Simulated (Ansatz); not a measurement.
# C₂H₆OSi: up Jacob's ladder to CCSD(T)

An exercise on one series of results from a longer session: the logs are not shown, and one member is left open.

Computed with Ansatz 0.2.0, Gaussian basis. Level: functionals in def2-TZVPP, the program's frozen cores in correlated methods.

The runs, in order: LDA (SPW92), PBE-D4, revPBE-D4, BLYP-D4, r2SCAN-D4, B97M-V, PBE0-D4, B3LYP-D4, r2SCANh-D4, r2SCAN0-D4, HSE06-D4, BHLYP-D4, CAM-B3LYP-D4, LC-ωPBE, ωB97X-V, ωB97M-V, B2PLYP, PBE-QIDH; CCSD(T)/def2-SVP; CCSD(T)/def2-TZVPP; MP2/def2-QZVPP; extrapolation to the limit; RPA on PBE.

### The relaxed structure

All runs share one geometry, relaxed beforehand with PBE0-D4 in a triple-zeta def2 set.

SMILES `C[SiH2]C=O`, 10 atoms, charge 0, spin multiplicity 1.

Atoms are counted from 1 here; the program's logs count them from 0.

Bond lengths: C1–Si2 1.860 Å, C1–H5 1.092 Å, C1–H6 1.092 Å, C1–H7 1.092 Å, Si2–C3 1.926 Å, Si2–H8 1.490 Å, Si2–H9 1.490 Å, C3–O4 1.206 Å, C3–H10 1.118 Å. Angles: Si2–C1–H5 110.3°, Si2–C1–H6 110.3°, Si2–C1–H7 111.2°, H5–C1–H6 107.9°, H5–C1–H7 108.6°, H6–C1–H7 108.6°, C1–Si2–C3 109.6°, C1–Si2–H8 112.8°, C1–Si2–H9 112.8°, C3–Si2–H8 106.9°, C3–Si2–H9 106.9°, H8–Si2–H9 107.6°, Si2–C3–O4 122.1°, Si2–C3–H10 118.9°, O4–C3–H10 119.0°.

The first run:

in.yaml

```yaml
crystal:
  periodic: [false, false, false]
  atoms:
    - {symbol: C, position_ang: [-0.937126, -0.566359, -0.936431]}
    - {symbol: Si, position_ang: [-0.300540, 0.187770, 0.639859]}
    - {symbol: C, position_ang: [1.592550, 0.503918, 0.485056]}
    - {symbol: O, position_ang: [2.209168, 0.226124, -0.513810]}
    - {symbol: H, position_ang: [-0.425095, -1.509246, -1.138875]}
    - {symbol: H, position_ang: [-0.751221, 0.103114, -1.778708]}
    - {symbol: H, position_ang: [-2.010096, -0.759358, -0.875975]}
    - {symbol: H, position_ang: [-0.495923, -0.696662, 1.823075]}
    - {symbol: H, position_ang: [-0.934715, 1.500164, 0.949398]}
    - {symbol: H, position_ang: [2.136200, 0.959334, 1.349310]}
basis:
  gaussian: {orbitals: def2-TZVPP}
hamiltonian: {xc: lda}
output: {orbitals: {seedname: orbitals}}
```

Launch:

```
$ ansatz run in.yaml --threads 2 --pin off --events-out ev --progress --plain --max-ram 4352MiB
```

Steps of the session up to this table: LDA; PBE-D4 (GGA); revPBE-D4 (GGA); BLYP-D4 (GGA); r2SCAN-D4 (meta-GGA); B97M-V (meta-GGA); B3LYP-D4 (hybrid); r2SCANh-D4 (hybrid); r2SCAN0-D4 (hybrid); HSE06-D4 (hybrid); BHLYP-D4 (hybrid); CAM-B3LYP-D4 (range-separated); LC-ωPBE (range-separated); ωB97X-V (range-separated); ωB97M-V (range-separated); B2PLYP (double hybrid); PBE-QIDH (double hybrid).

One table of the session follows, with a row left open; its other results are not shown here.

It belongs to the step «Frontier levels by functional». 

```
  functional  HOMO (eV)  gap (eV)
 LDA (SPW92)      -5.59      2.72
      PBE-D4      -5.47      2.85
   revPBE-D4      -5.42      2.89
     BLYP-D4      -5.40      2.92
   r2SCAN-D4      -5.74      3.31
      B97M-V      -5.91      3.54
     PBE0-D4          ?         ?
    B3LYP-D4      -6.74      5.02
  r2SCANh-D4      -6.29      4.30
  r2SCAN0-D4      -7.13      5.79
    HSE06-D4      -6.54      4.69
    BHLYP-D4      -8.39      8.20
CAM-B3LYP-D4      -8.37      8.16
     LC-ωPBE      -9.63     10.68
     ωB97X-V      -9.34     10.29
     ωB97M-V      -9.26     10.11
```

**Question.** Estimate the row for PBE0-D4.

The run gave: HOMO (eV): -6.94; gap (eV): 5.49. In the column «HOMO (eV)» it lies between r2SCAN0-D4 (-7.13) and B3LYP-D4 (-6.74).
